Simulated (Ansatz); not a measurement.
# C₂H₄AlN: one molecule under many settings

How do the results and run time of C₂H₄AlN respond when the settings are drawn wide?

Program: Ansatz 0.2.0, Gaussian basis. Level of theory: the settings change from run to run. These are calculated values, not measurements.

1 further run of the same task is left out (it didn't finish).

## Step 1: The molecule

An earlier PBE0-D4 in a triple-zeta def2 set relaxation fixed the geometry.

SMILES `N=[C]1[CH2][AlH]1`, 8 atoms, charge 0, spin multiplicity 1.

Atoms are counted from 1 here; the program's logs count them from 0.

Bond lengths: N1–C2 1.260 Å, N1–H5 1.029 Å, C2–C3 1.521 Å, C2–Al4 1.910 Å, C3–Al4 1.940 Å, C3–H6 1.091 Å, C3–H7 1.103 Å, Al4–H8 1.580 Å. Angles: C2–N1–H5 111.1°, N1–C2–C3 133.3°, N1–C2–Al4 150.7°, C3–C2–Al4 67.8°, C2–C3–Al4 65.7°, C2–C3–H6 120.2°, C2–C3–H7 109.2°, Al4–C3–H6 141.4°, Al4–C3–H7 101.0°, H6–C3–H7 110.7°, C2–Al4–C3 46.5°, C2–Al4–H8 163.3°, C3–Al4–H8 150.2°.

## Step 2: CAM-B3LYP/def2-TZVPP

Options: atoms shaken by 0.15 Å, D4 dispersion.

in.yaml

```yaml
crystal:
  periodic: [false, false, false]
  atoms:
    - {symbol: N, position_ang: [-1.409911, 1.256886, -0.837760]}
    - {symbol: C, position_ang: [-0.459422, 0.076204, -0.677929]}
    - {symbol: C, position_ang: [0.676225, 0.236572, 0.455864]}
    - {symbol: Al, position_ang: [-0.024698, -1.351370, 0.283843]}
    - {symbol: H, position_ang: [-0.804948, 1.740629, -0.627011]}
    - {symbol: H, position_ang: [0.968494, 1.105173, 1.056977]}
    - {symbol: H, position_ang: [1.652716, 0.028766, 0.046620]}
    - {symbol: H, position_ang: [-0.193399, -2.764722, 0.885905]}
basis:
  gaussian: {orbitals: def2-TZVPP}
hamiltonian: {xc: {name: CAM-B3LYP}, dispersion: d4}
output: {forces: true}
```

The run is started by

```console
ansatz run in.yaml --threads 2 --pin off --events-out ev --progress --plain --max-ram 4352MiB
```

Log, cut to the lines that bear on the results:

```text
Functional definition: CAM-B3LYP
  name "CAM-B3LYP"
  cite "Yanai, Tew & Handy, Chem. Phys. Lett. 393, 51 (2004) doi:10.1016/j.cplett.2004.06.011"
  cite "Iikura, Tsuneda, Yanai & Hirao, J. Chem. Phys. 115, 3540 (2001) doi:10.1063/1.1383587"
  cite "Becke, Phys. Rev. A 38, 3098 (1988) doi:10.1103/PhysRevA.38.3098"
  cite "Lee, Yang & Parr, Phys. Rev. B 37, 785 (1988) doi:10.1103/PhysRevB.37.785"
  cite "Vosko, Wilk & Nusair, Can. J. Phys. 58, 1200 (1980) doi:10.1139/p80-159"
[...]
  # Exact exchange under (alpha + beta erf(omega r))/r, Becke's under what is left of 1/r.
[...]
1039 factors; their error is unknown
273 factors; integrals over basis functions are off by at most 2.1e-5 eV
[...]
mean field -10218.83643198 eV, -375.5353122992 hartree, gradient 3.5e-5 eV, S^2 0.000000; 0 other end points of the search recorded, 0 dependent functions left out
[...]
reference -10218.83655080 eV, -375.5353166656 hartree; 18, 18 occupied and 173, 173 virtual orbitals, 1039 factors
Total energy: -10218.95794940 eV, -375.5397779821 hartree
Atom 0 at    -1.409911     1.256886    -0.837760 Å, force    -8.429100   -18.276994    -5.020251 eV/Å
Atom 1 at    -0.459422     0.076204    -0.677929 Å, force    -4.580649     7.641526    -0.100259 eV/Å
Atom 2 at     0.676225     0.236572     0.455864 Å, force     1.181269     3.186832    -0.611719 eV/Å
Atom 3 at    -0.024698    -1.351370     0.283843 Å, force    -1.272419    -4.635451     1.227614 eV/Å
Atom 4 at    -0.804948     1.740629    -0.627011 Å, force    13.385727    13.091686     5.529533 eV/Å
Atom 5 at     0.968494     1.105173     1.056977 Å, force    -1.132681     0.018616    -0.096797 eV/Å
Atom 6 at     1.652716     0.028766     0.046620 Å, force     0.794976    -0.664200    -0.800066 eV/Å
Atom 7 at    -0.193399    -2.764722     0.885905 Å, force     0.052877    -0.362015    -0.128055 eV/Å
Dipole moment:     0.696361    -0.490647     0.346273 e Å
```

It took 4.2 s on 2 threads of Arm Neoverse V1, shared host; peak memory 0.45 GiB.

Largest force 20.744 eV/Å, dipole 4.42 D.

## Step 3: revPBE/def2-TZVP

This run has charge +1, multiplicity 2, relativity set to none, high accuracy, the search for lower states set to light.

in.yaml

```yaml
crystal:
  periodic: [false, false, false]
  atoms:
    - {symbol: N, position_ang: [-1.279102, 1.051347, -0.977289]}
    - {symbol: C, position_ang: [-0.493729, 0.163909, -0.549152]}
    - {symbol: C, position_ang: [0.735781, 0.203105, 0.346058]}
    - {symbol: Al, position_ang: [-0.185927, -1.503694, 0.330372]}
    - {symbol: H, position_ang: [-0.918906, 1.993184, -0.773720]}
    - {symbol: H, position_ang: [0.921152, 1.066217, 0.987858]}
    - {symbol: H, position_ang: [1.629375, -0.035650, -0.254157]}
    - {symbol: H, position_ang: [-0.316443, -2.995618, 0.834229]}
basis:
  gaussian: {orbitals: def2-TZVP}
total_charge: 1
magnetization: {spin_polarized: true, initial_magnetization: 1}
hamiltonian: {xc: {name: revPBE}, pseudopotentials: {relativity: none}}
accuracy: high
scf: {lower_state_search: light}
```

Same command.

Log:

```text
Functional definition: revPBE
  name "revPBE"
  cite "Zhang & Yang, Phys. Rev. Lett. 80, 890 (1998) doi:10.1103/PhysRevLett.80.890"
  cite "Perdew, Burke & Ernzerhof, Phys. Rev. Lett. 77, 3865 (1996) doi:10.1103/PhysRevLett.77.3865"
  parameter kappa = 1.245
  parameter beta = 0.06672455060314922
  exchange = pbe_x(kappa = kappa, mu = beta*pi^2/3)
  correlation = pbe_c(beta = beta)
2763 factors; integrals over basis functions are off by at most 3.8e-9 eV
mean field evaluation 1: about -10179.1182 eV, gradient 7.6e1 eV
mean field evaluation 2: about -9813.3815 eV, gradient 2.1e2 eV
mean field evaluation 4: about -10157.1488 eV, gradient 9.1e1 eV
mean field evaluation 8: about -10214.5396 eV, gradient 1.2e0 eV
mean field evaluation 16: about -10214.5437 eV, gradient 3.3e-3 eV
mean field evaluation 32: about -10214.5437 eV, gradient 1.1e-7 eV
mean field -10214.54369663 eV, -375.3775571846 hartree, gradient 2.0e-8 eV, S^2 0.752269; 3 other end points of the search recorded, 0 dependent functions left out
reference -10214.54370150 eV, -375.3775573636 hartree; 18, 17 occupied and 136, 137 virtual orbitals, 2763 factors
Total energy: -10214.54370150 eV, -375.3775573636 hartree
```

Wall time 13 s (2 threads of Arm Neoverse V1, shared host); peak memory 0.59 GiB.

⟨S²⟩ 0.752.

## Step 4: BHLYP/cc-pVTZ-DK

Set apart from the defaults: multiplicity 3, atoms shaken by 0.08 Å, a grid of angular degree 47, D4 dispersion, high accuracy, the search for lower states set to off.

in.yaml

```yaml
crystal:
  periodic: [false, false, false]
  atoms:
    - {symbol: N, position_ang: [-1.232823, 1.042597, -0.927204]}
    - {symbol: C, position_ang: [-0.605377, 0.076107, -0.615903]}
    - {symbol: C, position_ang: [0.782488, 0.157251, 0.293160]}
    - {symbol: Al, position_ang: [-0.262940, -1.587562, 0.319801]}
    - {symbol: H, position_ang: [-0.874941, 1.903360, -0.794453]}
    - {symbol: H, position_ang: [0.967497, 1.135121, 0.939988]}
    - {symbol: H, position_ang: [1.597465, -0.038500, -0.171855]}
    - {symbol: H, position_ang: [-0.479313, -2.940635, 0.782302]}
basis:
  gaussian: {orbitals: cc-pVTZ-DK, final_grid: {core_spheres: 20, valence_spheres: 16, degree: 47}}
magnetization: {spin_polarized: true, initial_magnetization: 2}
hamiltonian: {xc: {name: BHLYP}, dispersion: d4}
accuracy: high
scf: {lower_state_search: off}
output: {forces: true}
```

Same command.

Log, cut to the lines that bear on the results:

```text
Functional definition: BHLYP
  name "BHLYP"
  cite "Becke, J. Chem. Phys. 98, 1372 (1993) doi:10.1063/1.464304"
  cite "Becke, Phys. Rev. A 38, 3098 (1988) doi:10.1103/PhysRevA.38.3098"
  cite "Lee, Yang & Parr, Phys. Rev. B 37, 785 (1988) doi:10.1103/PhysRevB.37.785"
[...]
3136 factors; integrals over basis functions are off by at most 3.2e-9 eV
[...]
mean field -10232.68529878 eV, -376.0442487671 hartree, gradient 6.6e-8 eV, S^2 2.018537; 0 other end points of the search recorded, 0 dependent functions left out
[...]
reference -10232.68532560 eV, -376.0442497525 hartree; 19, 17 occupied and 161, 163 virtual orbitals, 3136 factors
Total energy: -10232.86396544 eV, -376.0508146457 hartree
Relativity: scalar
Atom 0 at    -1.232823     1.042597    -0.927204 Å, force    -1.595640    -1.025805    -1.183055 eV/Å
Atom 1 at    -0.605377     0.076107    -0.615903 Å, force     1.342804    -2.433120     1.325117 eV/Å
Atom 2 at     0.782488     0.157251     0.293160 Å, force    -4.598351     1.513312     4.696316 eV/Å
Atom 3 at    -0.262940    -1.587562     0.319801 Å, force     1.097043     2.948537    -0.477108 eV/Å
Atom 4 at    -0.874941     1.903360    -0.794453 Å, force     0.606191     3.796920     0.169574 eV/Å
Atom 5 at     0.967497     1.135121     0.939988 Å, force    -1.169958    -2.096983    -1.413447 eV/Å
Atom 6 at     1.597465    -0.038500    -0.171855 Å, force     4.849487    -0.922089    -3.664459 eV/Å
Atom 7 at    -0.479313    -2.940635     0.782302 Å, force    -0.531576    -1.780773     0.547064 eV/Å
Dipole moment:     0.121489     0.258490     0.057776 e Å
Checks for a lower state left out: stability, starts, cluster_reference, orbital_swaps, neighbouring_geometries, increment
```

Wall time 22 s (2 threads of Arm Neoverse V1, shared host); peak memory 0.85 GiB.

Largest force 6.745 eV/Å, dipole 1.40 D, ⟨S²⟩ 2.019.

## Step 5: revPBE/aug-cc-pVDZ

Options: multiplicity 3.

in.yaml

```yaml
crystal:
  periodic: [false, false, false]
  atoms:
    - {symbol: N, position_ang: [-1.279102, 1.051347, -0.977289]}
    - {symbol: C, position_ang: [-0.493729, 0.163909, -0.549152]}
    - {symbol: C, position_ang: [0.735781, 0.203105, 0.346058]}
    - {symbol: Al, position_ang: [-0.185927, -1.503694, 0.330372]}
    - {symbol: H, position_ang: [-0.918906, 1.993184, -0.773720]}
    - {symbol: H, position_ang: [0.921152, 1.066217, 0.987858]}
    - {symbol: H, position_ang: [1.629375, -0.035650, -0.254157]}
    - {symbol: H, position_ang: [-0.316443, -2.995618, 0.834229]}
basis:
  gaussian: {orbitals: aug-cc-pVDZ}
magnetization: {spin_polarized: true, initial_magnetization: 2}
hamiltonian: {xc: {name: revPBE}}
```

Same command.

Log:

```text
Functional definition: revPBE
  name "revPBE"
  cite "Zhang & Yang, Phys. Rev. Lett. 80, 890 (1998) doi:10.1103/PhysRevLett.80.890"
  cite "Perdew, Burke & Ernzerhof, Phys. Rev. Lett. 77, 3865 (1996) doi:10.1103/PhysRevLett.77.3865"
  parameter kappa = 1.245
  parameter beta = 0.06672455060314922
  exchange = pbe_x(kappa = kappa, mu = beta*pi^2/3)
  correlation = pbe_c(beta = beta)
1266 factors; their error is unknown
mean field evaluation 1: about -10197.7905 eV, gradient 6.1e1 eV
mean field evaluation 2: about -9936.1646 eV, gradient 1.6e2 eV
mean field evaluation 4: about -10198.3636 eV, gradient 5.9e1 eV
mean field evaluation 8: about -10219.2952 eV, gradient 1.3e0 eV
mean field evaluation 16: about -10219.2631 eV, gradient 4.1e-3 eV
mean field evaluation 32: about -10216.8314 eV, gradient 2.4e0 eV
mean field -10219.26309061 eV, -375.5509917145 hartree, gradient 2.0e-5 eV, S^2 2.006225; 4 other end points of the search recorded, 0 dependent functions left out
reference -10219.26321718 eV, -375.5509963659 hartree; 19, 17 occupied and 113, 115 virtual orbitals, 1266 factors
Total energy: -10219.26321718 eV, -375.5509963659 hartree
```

Run time: 7 s. Hardware: 2 threads of Arm Neoverse V1, shared host.

⟨S²⟩ 2.006.

## Step 6: wB97/def2-mTZVPP

This run has charge +1, multiplicity 2.

Edit in.yaml of step 5 so:

```diff
@@ -12,4 +12,5 @@
 basis:
-  gaussian: {orbitals: aug-cc-pVDZ}
-magnetization: {spin_polarized: true, initial_magnetization: 2}
-hamiltonian: {xc: {name: revPBE}}
+  gaussian: {orbitals: def2-mTZVPP}
+total_charge: 1
+magnetization: {spin_polarized: true, initial_magnetization: 1}
+hamiltonian: {xc: {name: wB97}}
```

Launched as before.

Log, cut to the lines that bear on the results:

```text
Functional definition: wB97
  name "wB97"
  cite "Chai & Head-Gordon, J. Chem. Phys. 128, 084106 (2008) doi:10.1063/1.2834918"
  cite "Becke, J. Chem. Phys. 107, 8554 (1997) doi:10.1063/1.475007"
[...]
  # The coefficients of nought are those of the uniform gas.
[...]
      + integral(e_c_pw_opposite_spin*poly(b97_u_opposite, 1, cos1, cos2, cos3, cos4))
985 factors; their error is unknown
334 factors; integrals over basis functions are off by at most 3.0e-5 eV
[...]
mean field -10215.12877834 eV, -375.3990585412 hartree, gradient 4.8e-5 eV, S^2 0.756470; 2 other end points of the search recorded, 0 dependent functions left out
reference -10215.12876815 eV, -375.3990581665 hartree; 18, 17 occupied and 86, 87 virtual orbitals, 985 factors
Total energy: -10215.12876815 eV, -375.3990581665 hartree
```

Run time: 17 s. Hardware: 2 threads of Arm Neoverse V1, shared host.

⟨S²⟩ 0.756.

## Step 7: HSE06/def2-TZVPP

This run has coordinates scaled by 1.05, finite nuclei, D3(BJ) with three-body dispersion.

in.yaml

```yaml
crystal:
  periodic: [false, false, false]
  atoms:
    - {symbol: N, position_ang: [-1.343057, 1.103915, -1.026153]}
    - {symbol: C, position_ang: [-0.518416, 0.172104, -0.576610]}
    - {symbol: C, position_ang: [0.772570, 0.213261, 0.363361]}
    - {symbol: Al, position_ang: [-0.195223, -1.578879, 0.346891]}
    - {symbol: H, position_ang: [-0.964851, 2.092844, -0.812406]}
    - {symbol: H, position_ang: [0.967210, 1.119528, 1.037251]}
    - {symbol: H, position_ang: [1.710843, -0.037432, -0.266864]}
    - {symbol: H, position_ang: [-0.332265, -3.145399, 0.875941]}
basis:
  gaussian: {orbitals: def2-TZVPP, nuclear_model: gaussian}
hamiltonian: {xc: {name: HSE06}, dispersion: d3bjatm}
```

Launched as before.

Log, cut to the lines that bear on the results:

```text
Functional definition: HSE06
  name "HSE06"
  cite "Heyd, Scuseria & Ernzerhof, J. Chem. Phys. 118, 8207 (2003) doi:10.1063/1.1564060"
  cite "Krukau, Vydrov, Izmaylov & Scuseria, J. Chem. Phys. 125, 224106 (2006) doi:10.1063/1.2404663"
  cite "Heyd & Scuseria, J. Chem. Phys. 120, 7274 (2004) doi:10.1063/1.1668634"
  cite "Ernzerhof & Perdew, J. Chem. Phys. 109, 3313 (1998) doi:10.1063/1.476928"
  cite "Perdew, Burke & Ernzerhof, Phys. Rev. Lett. 77, 3865 (1996) doi:10.1103/PhysRevLett.77.3865"
  parent pbe
[...]
  # The whole range is PBE's own exchange, as in plane waves. The composition of these papers is wPBEh.
[...]
1051 factors; their error is unknown
103 factors; integrals over basis functions are off by at most 5.9e-7 eV
[...]
mean field -10216.53857285 eV, -375.4508675335 hartree, gradient 2.1e-5 eV, S^2 0.000000; 0 other end points of the search recorded, 0 dependent functions left out
reference -10216.53861533 eV, -375.4508690947 hartree; 18, 18 occupied and 173, 173 virtual orbitals, 1051 factors
Total energy: -10216.63520497 eV, -375.4544186985 hartree
```

It took 2.6 s on 2 threads of Arm Neoverse V1, shared host.

## Step 8: SVWN5/def2-TZVPD

in.yaml

```yaml
crystal:
  periodic: [false, false, false]
  atoms:
    - {symbol: N, position_ang: [-1.279102, 1.051347, -0.977289]}
    - {symbol: C, position_ang: [-0.493729, 0.163909, -0.549152]}
    - {symbol: C, position_ang: [0.735781, 0.203105, 0.346058]}
    - {symbol: Al, position_ang: [-0.185927, -1.503694, 0.330372]}
    - {symbol: H, position_ang: [-0.918906, 1.993184, -0.773720]}
    - {symbol: H, position_ang: [0.921152, 1.066217, 0.987858]}
    - {symbol: H, position_ang: [1.629375, -0.035650, -0.254157]}
    - {symbol: H, position_ang: [-0.316443, -2.995618, 0.834229]}
basis:
  gaussian: {orbitals: def2-TZVPD}
hamiltonian: {xc: {name: SVWN5}}
```

The command is unchanged.

Log:

```text
Functional definition: SVWN5
  name "SVWN5"
  cite "Dirac, Proc. Camb. Phil. Soc. 26, 376 (1930) doi:10.1017/S0305004100016108"
  cite "Slater, Phys. Rev. 81, 385 (1951) doi:10.1103/PhysRev.81.385"
  cite "Vosko, Wilk & Nusair, Can. J. Phys. 58, 1200 (1980) doi:10.1139/p80-159"
  exchange = slater_x
  correlation = vwn5_c
995 factors; their error is unknown
mean field evaluation 1: about -10147.5598 eV, gradient 8.3e1 eV
mean field evaluation 2: about -9998.1959 eV, gradient 2.1e2 eV
mean field evaluation 4: about -10160.2531 eV, gradient 4.3e1 eV
mean field evaluation 8: about -10164.6128 eV, gradient 4.7e-1 eV
mean field evaluation 16: about -10164.5925 eV, gradient 1.8e-4 eV
mean field -10164.59248653 eV, -373.5418840718 hartree, gradient 3.4e-5 eV, S^2 0.000000; 0 other end points of the search recorded, 0 dependent functions left out
reference -10164.59253633 eV, -373.5418859019 hartree; 18, 18 occupied and 172, 172 virtual orbitals, 995 factors
Total energy: -10164.59253633 eV, -373.5418859019 hartree
```

It took 1.6 s on 2 threads of Arm Neoverse V1, shared host.

## Step 9: PBE/pcseg-2

Options: the search for lower states set to light.

Edit in.yaml of step 8 so:

```diff
@@ -12,3 +12,5 @@
 basis:
-  gaussian: {orbitals: def2-TZVPD}
-hamiltonian: {xc: {name: SVWN5}}
+  gaussian: {orbitals: pcseg-2}
+hamiltonian: {xc: {name: PBE}}
+scf: {lower_state_search: light}
+output: {forces: true}
```

The command is unchanged.

Log, cut to the lines that bear on the results:

```text
Functional definition: PBE
  name "PBE"
  cite "Perdew, Burke & Ernzerhof, Phys. Rev. Lett. 77, 3865 (1996) doi:10.1103/PhysRevLett.77.3865"
  parent pbe
[...]
940 factors; their error is unknown
[...]
mean field -10216.83670491 eV, -375.4618236847 hartree, gradient 2.8e-5 eV, S^2 0.000000; 0 other end points of the search recorded, 0 dependent functions left out
[...]
reference -10216.83675592 eV, -375.4618255593 hartree; 18, 18 occupied and 162, 162 virtual orbitals, 940 factors
Total energy: -10216.83675592 eV, -375.4618255593 hartree
Atom 0 at    -1.279102     1.051347    -0.977289 Å, force    -0.583463     0.208696    -0.311124 eV/Å
Atom 1 at    -0.493729     0.163909    -0.549152 Å, force     0.323155    -0.311436     0.059805 eV/Å
Atom 2 at     0.735781     0.203105     0.346058 Å, force     0.022007     0.016889     0.057800 eV/Å
Atom 3 at    -0.185927    -1.503694     0.330372 Å, force    -0.072540    -0.264570     0.005042 eV/Å
Atom 4 at    -0.918906     1.993184    -0.773720 Å, force     0.073409     0.365027     0.054130 eV/Å
Atom 5 at     0.921152     1.066217     0.987858 Å, force     0.049846     0.197939     0.132674 eV/Å
Atom 6 at     1.629375    -0.035650    -0.254157 Å, force     0.184856    -0.064143    -0.081111 eV/Å
Atom 7 at    -0.316443    -2.995618     0.834229 Å, force     0.002729    -0.148402     0.082784 eV/Å
Dipole moment:     0.385762    -0.238372     0.330526 e Å
```

Wall time 2.3 s (2 threads of Arm Neoverse V1, shared host).

Largest force 0.693 eV/Å, dipole 2.70 D.

## Step 10: rPW86-PBE/STO-3G

Set apart from the defaults: a grid of angular degree 11, high accuracy.

Edit in.yaml of step 9 so:

```diff
@@ -12,5 +12,5 @@
 basis:
-  gaussian: {orbitals: pcseg-2}
-hamiltonian: {xc: {name: PBE}}
-scf: {lower_state_search: light}
+  gaussian: {orbitals: STO-3G, final_grid: {core_spheres: 5, valence_spheres: 4, degree: 11}}
+hamiltonian: {xc: {name: rPW86-PBE}}
+accuracy: high
 output: {forces: true}
```

Launched as before.

Log, cut to the lines that bear on the results:

```text
Functional definition: rPW86-PBE
  name "rPW86-PBE"
  cite "Murray, Lee & Langreth, J. Chem. Theory Comput. 5, 2754 (2009) doi:10.1021/ct900365q"
  cite "Perdew, Burke & Ernzerhof, Phys. Rev. Lett. 77, 3865 (1996) doi:10.1103/PhysRevLett.77.3865"
  parent pbe
[...]
569 factors; integrals over basis functions are off by at most 1.7e-8 eV
[...]
mean field -10112.07586604 eV, -371.6119338659 hartree, gradient 9.8e-8 eV, S^2 0.000000; 0 other end points of the search recorded, 0 dependent functions left out
[...]
reference -10112.07586958 eV, -371.6119339957 hartree; 18, 18 occupied and 10, 10 virtual orbitals, 569 factors
Total energy: -10112.07586958 eV, -371.6119339957 hartree
Atom 0 at    -1.279102     1.051347    -0.977289 Å, force    -4.008624     0.618784    -2.226744 eV/Å
Atom 1 at    -0.493729     0.163909    -0.549152 Å, force     1.854054    -3.753882     0.998070 eV/Å
Atom 2 at     0.735781     0.203105     0.346058 Å, force     0.308738    -1.490019     0.666786 eV/Å
Atom 3 at    -0.185927    -1.503694     0.330372 Å, force    -0.156684     0.486657     0.094697 eV/Å
Atom 4 at    -0.918906     1.993184    -0.773720 Å, force     1.000158     2.392389     0.572120 eV/Å
Atom 5 at     0.921152     1.066217     0.987858 Å, force     0.292524     0.375047     0.441490 eV/Å
Atom 6 at     1.629375    -0.035650    -0.254157 Å, force     0.591233     0.374361    -0.238468 eV/Å
Atom 7 at    -0.316443    -2.995618     0.834229 Å, force     0.118601     0.996662    -0.307952 eV/Å
Dipole moment:     0.292811    -0.461998     0.319474 e Å
```

It took 0.55 s on 2 threads of Arm Neoverse V1, shared host.

Largest force 4.627 eV/Å, dipole 3.04 D.

## Step 11: All runs side by side

```tsv
level	charge	multiplicity	geometry	functions	energy (eV)	time
CAM-B3LYP/def2-TZVPP	0	1	shaken	191	-10218.958	4.2 s
revPBE/def2-TZVP	1	2	relaxed	154	-10214.544	13 s
BHLYP/cc-pVTZ-DK	0	3	shaken	180	-10232.864	22 s
revPBE/aug-cc-pVDZ	0	3	relaxed	132	-10219.263	7 s
wB97/def2-mTZVPP	1	2	relaxed	104	-10215.129	17 s
HSE06/def2-TZVPP	0	1	scaled	191	-10216.635	2.6 s
SVWN5/def2-TZVPD	0	1	relaxed	190	-10164.593	1.6 s
PBE/pcseg-2	0	1	relaxed	180	-10216.837	2.3 s
rPW86-PBE/STO-3G	0	1	relaxed	28	-10112.076	0.55 s
```

## Step 12: What came out

| quantity | value |
| --- | --- |
| runs | 9 |
| quickest | rPW86-PBE/STO-3G, 0.55 s |
| slowest | BHLYP/cc-pVTZ-DK, 22 s |
| spread of total energies, same state and geometry | 104.8 eV |
| dipole, same state and geometry | 2.70 to 3.04 D |

**Reading.** Run time spans a factor of 40, from rPW86-PBE/STO-3G to BHLYP/cc-pVTZ-DK. The jobs differ in tasks and options as well as level. Total energies at one charge and spin differ by 105 eV between levels, so only differences within one level mean anything. At the PBE0-D4/def2-TZVP geometry and in the same state, runs without warnings or point charges leave forces up to 4.63 eV/Å (rPW86-PBE/STO-3G), against 20.7 eV/Å where the atoms were moved.
